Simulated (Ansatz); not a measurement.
# C2H4Se: the cost of one run

Method: the levels named in each step, in Ansatz 0.2.0.

## Step 1: Starting point

Bond lengths: C1–C2 1.478 Å, C2–Se3 1.753 Å, C1–H4 1.087 Å, C1–H5 1.094 Å, C1–H6 1.089 Å, C2–H7 1.087 Å. Angles: C1–C2–Se3 125.7°, C1–C2–H7 115.4°, Se3–C2–H7 118.9°, C2–C1–H4 111.5°, C2–C1–H5 109.8°, C2–C1–H6 109.9°, H4–C1–H5 109.3°, H4–C1–H6 109.4°, H5–C1–H6 106.8°.

Coordinates:

```xyz
7

C    -2.1843    0.4549    0.4198
C    -0.7398    0.7519    0.5122
Se    0.5490   -0.2198   -0.1708
H    -2.3676   -0.4630   -0.1328
H    -2.7020    1.2837   -0.0722
H    -2.6089    0.3668    1.4187
H    -0.4834    1.6586    1.0538
```

## Step 2: A rough first relaxation, PBE-D4/def2-SVP

This run stands in another session on the same molecule. It ended at:

```xyz
7

C    -2.1864    0.4489    0.4150
C    -0.7302    0.7464    0.5070
Se    0.5873   -0.2231   -0.1741
H    -2.3908   -0.4829   -0.1450
H    -2.7195    1.2981   -0.0706
H    -2.6270    0.3730    1.4354
H    -0.4706    1.6727    1.0610
```

## Step 3: Relaxation, r2SCAN-D4/def2-TZVPP

input.yaml reads:

```yaml
crystal:
  periodic: [false, false, false]
  atoms:
    - { symbol: C, position_ang: [-2.18643579, 0.4489246, 0.4149832] }
    - { symbol: C, position_ang: [-0.73017832, 0.74636804, 0.5069983] }
    - { symbol: Se, position_ang: [0.58734687, -0.22312396, -0.17414163] }
    - { symbol: H, position_ang: [-2.39075348, -0.48292611, -0.14498821] }
    - { symbol: H, position_ang: [-2.71954626, 1.29810216, -0.07055693] }
    - { symbol: H, position_ang: [-2.62698562, 0.37296536, 1.43535246] }
    - { symbol: H, position_ang: [-0.47062741, 1.67266991, 1.06102281] }
basis:
  gaussian: { orbitals: def2-TZVPP }
hamiltonian:
  xc: r2scan
  dispersion: d4
relax:
  f_tol: 0.002
  max_steps: 150
```

The run is started by

```console
> ansatz run input.yaml --threads 4 --pin off --max-ram 10240MiB --backend cpu --events-out ev --progress --plain --runs-dir out
```

**Question.** How long does this run take on 4 threads of Intel Xeon at 2.50GHz (Skylake/Cascade Lake), shared host, and how much memory does it need?

About 27 s, with a peak of 0.33 GiB.
